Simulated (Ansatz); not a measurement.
CO2, space group P4_2/mnm: cell relaxations under several functionals, run with Ansatz 0.2.0 through its Python package.

`co2.py`:
```python
"""Relaxed cell of CO2 under several functionals."""

import warnings

import ansatz as az
import numpy as np

def edges_and_angles(cell):
    cell = np.asarray(cell)
    a, b, c = np.linalg.norm(cell, axis=1)
    cosines = cell[1] @ cell[2] / (b * c), cell[0] @ cell[2] / (a * c), cell[0] @ cell[1] / (a * b)
    return (a, b, c, *np.degrees(np.arccos(cosines)))


def main() -> None:
    warnings.simplefilter("ignore", az.DeckWarning)

    xtal = (
        az.Lattice.of([3.5161, 0.0, 0.0], [0.0, 3.5161, 0.0], [0.0, 0.0, 4.1043])
        .atom("C", [0.0, 0.0, 0.0])
        .atom("C", [0.5, 0.5, 0.5])
        .atom("O", [0.23, 0.23, 0.0])
        .atom("O", [0.27, 0.73, 0.5])
        .atom("O", [0.77, 0.77, 0.0])
        .atom("O", [0.73, 0.27, 0.5])
    )

    calculation = (
        xtal.calculation()
        .kpoints(5, center="gamma")
        .occupations("fixed")
        .relax(cell=True, force_tolerance=0.03)
    )

    levels = [("lda", "none"), ("blyp", "d3bj"), ("pbesol", "none")]
    print("level            a       b       c    alpha   beta  gamma  V/atom  steps")
    for name, dispersion in levels:
        seen = []
        run = calculation.functional(name, dispersion=dispersion).session().plan()
        res = run.execute(on_event=lambda e: seen.append(e) if e["event"] == "relax_step" else None)
        cell = res.lattice.cell_ang
        label = name if dispersion == "none" else f"{name}+{dispersion}"
        print("{:13s} {:7.4f} {:7.4f} {:7.4f} {:6.2f} {:6.2f} {:6.2f}".format(label, *edges_and_angles(cell)), f"{abs(np.linalg.det(cell)) / len(res.lattice.sites):7.3f} {len(seen):5d}")


if __name__ == "__main__":
    main()
```

Rank the levels of theory by the volume of the relaxed cell.

From smallest to largest: LDA (12.29 Å³ an atom, +45.4 % against the start), BLYP+D3BJ (14.72 Å³ an atom, +74.1 % against the start) and PBEsol (16.87 Å³ an atom, +99.4 % against the start). The spread is 37.2 % in volume.

The output:

```console
$ python co2.py
level            a       b       c    alpha   beta  gamma  V/atom  steps
lda            4.1090  4.1090  4.3686  90.00  90.00  90.00  12.293    28
blyp+d3bj      4.3038  4.3038  4.7686  90.00  90.00  90.00  14.721    28
pbesol         4.6135  4.6135  4.7547  90.00  90.00  90.00  16.867    42
```

A cell that swells this much on relaxing started as a compressed, perhaps high-pressure structure. The structure is a deposited one; some such entries were measured under pressure or heat, so a shift against it needn't be the functional's error alone. Wall time of the script: 2.2 min on 1 thread of Arm Neoverse V1, on a shared host, peak memory 0.43 GiB.
